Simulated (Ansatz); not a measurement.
# [Ga(CN)H3]- (CH3GaN−): the relaxed shape and its frontier levels

Aim: characterise [Ga(CN)H3]- (CH3GaN−) as a singlet: its structure, frontier levels and distribution of charge.

The runs use Ansatz 0.2.0, Gaussian basis; RKS PBE0-D4/def2-TZVPD.

The runs, in order: relaxation at PBE-D4/def2-TZVPD; a search for the lowest solution at PBE0-D4/def2-SVP; a single point at PBE0-D4/def2-TZVPD; harmonic vibrations at PBE-D4/def2-TZVPD.

## 1. Where the work starts

6 atoms, charge -1, spin multiplicity 1.

Atoms are counted from 1 here; the program's logs count them from 0.

Bond lengths: Ga1–C2 2.015 Å, Ga1–H4 1.572 Å, Ga1–H5 1.573 Å, Ga1–H6 1.572 Å, C2–N3 1.160 Å. Angles: C2–Ga1–H4 106.9°, C2–Ga1–H5 106.9°, C2–Ga1–H6 106.6°, H4–Ga1–H5 111.8°, H4–Ga1–H6 112.3°, H5–Ga1–H6 111.9°, Ga1–C2–N3 179.6°.

The ion is computed in the gas phase, without counter-ions or solvent.

The start is a GFN1-xTB geometry.

## 2. Optimising with PBE-D4/def2-TZVPD

The input, in.yaml:

```yaml
crystal:
  periodic: [false, false, false]
  atoms:
    - {symbol: Ga, position_ang: [-0.011100, -0.009860, -0.637560]}
    - {symbol: C, position_ang: [0.021950, 0.019460, 1.377030]}
    - {symbol: N, position_ang: [0.049190, 0.037100, 2.536990]}
    - {symbol: H, position_ang: [1.485150, -0.006720, -1.118880]}
    - {symbol: H, position_ang: [-0.776820, 1.283010, -1.101750]}
    - {symbol: H, position_ang: [-0.768370, -1.322980, -1.055830]}
basis:
  gaussian: {orbitals: def2-TZVPD}
total_charge: -1
hamiltonian: {xc: pbe, dispersion: d4}
scf: {lower_state_search: "off"}
output: {orbitals: {seedname: orbitals}}
relax: {f_tol: 0.02, max_steps: 100}
```

Launch:

```bash
$ ansatz run in.yaml --threads 4 --pin off --events-out ev --progress --plain --max-ram 3916MiB
```

The runs that follow: Searching for the lowest solution, PBE0-D4/def2-SVP; Single point, PBE0-D4/def2-TZVPD; Harmonic vibrations.

Q: Predict the results of all the runs planned. Wanted: point group; C–Ga bond; HOMO, LUMO at PBE0-D4/def2-TZVPD; lowest, highest wavenumber.

As calculated:

| quantity | value |
| --- | --- |
| point group | C3v |
| C–Ga bond | 2.042 Å |
| HOMO, LUMO at PBE0-D4/def2-TZVPD | -3.14, 3.81 eV |
| lowest, highest wavenumber | 230, 2160 cm⁻¹ |

What this shows: The molecule keeps its bonding pattern by the stored test; the atoms moved 0.03 Å (rms). All wavenumbers are real: a minimum at this level.
